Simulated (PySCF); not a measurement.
# C3H5BCl3Ga: the cost of one run

The runs use PySCF 2.14.0, with density-fitted response routines of our own; the level of theory stands in each step. All values are computed, except where a source is named. Atoms count from 0, in the outputs and in this text.

## (1) The molecule as given

13 atoms, charge 0, multiplicity 1; geometry from: GFN2-xTB.

Bonds of the start (Å): C0–C1 1.21, C1–Ga2 1.95, Ga2–C3 2.02, C3–Cl4 1.82, Ga2–Cl5 2.32, Cl5–B6 1.88, B6–Cl7 1.89, Cl7–Ga2 2.27, C0–H8 1.06, C3–H9 1.09, C3–H10 1.09, B6–H11 1.18, B6–H12 1.18.

## (2) Ultraviolet spectrum: CAM-B3LYP/def2-SVPD

The job: settings as JSON, then the geometry in Å.

```
{"job": {"kind": "uv", "xc": "CAM-B3LYP", "basis": "def2-SVPD", "nstates": 8, "ntriplets": 3}, "charge": 0, "multiplicity": 1}
C     -1.121636     3.005223     0.476212
C     -0.847789     1.854735     0.238574
Ga    -0.338322     0.009157    -0.131078
C     -1.731292    -1.412857    -0.459936
Cl    -2.268837    -1.072518     1.246144
Cl     1.509481     0.002567    -1.529826
B      2.570644    -0.571532    -0.091263
Cl     1.277829    -0.740104     1.273758
H     -1.376658     4.007787     0.683987
H     -1.437171    -2.462873    -0.495316
H     -2.598820    -1.262910    -1.099703
H      3.334870     0.276392     0.200489
H      3.023311    -1.632579    -0.329769
```

Method: TDDFT CAM-B3LYP/def2-SVPD, vertical, gas phase, core orbitals frozen in the response.

Launch:

```console
$ OMP_NUM_THREADS=1 python probes_run.py task.json out
```

This one command runs all jobs of the session in turn.

**Question.** How long does this job take on 1 thread of Arm Neoverse N1, shared host, and how much memory does it need?

About 2.3 min, with a peak of 1.1 GiB.
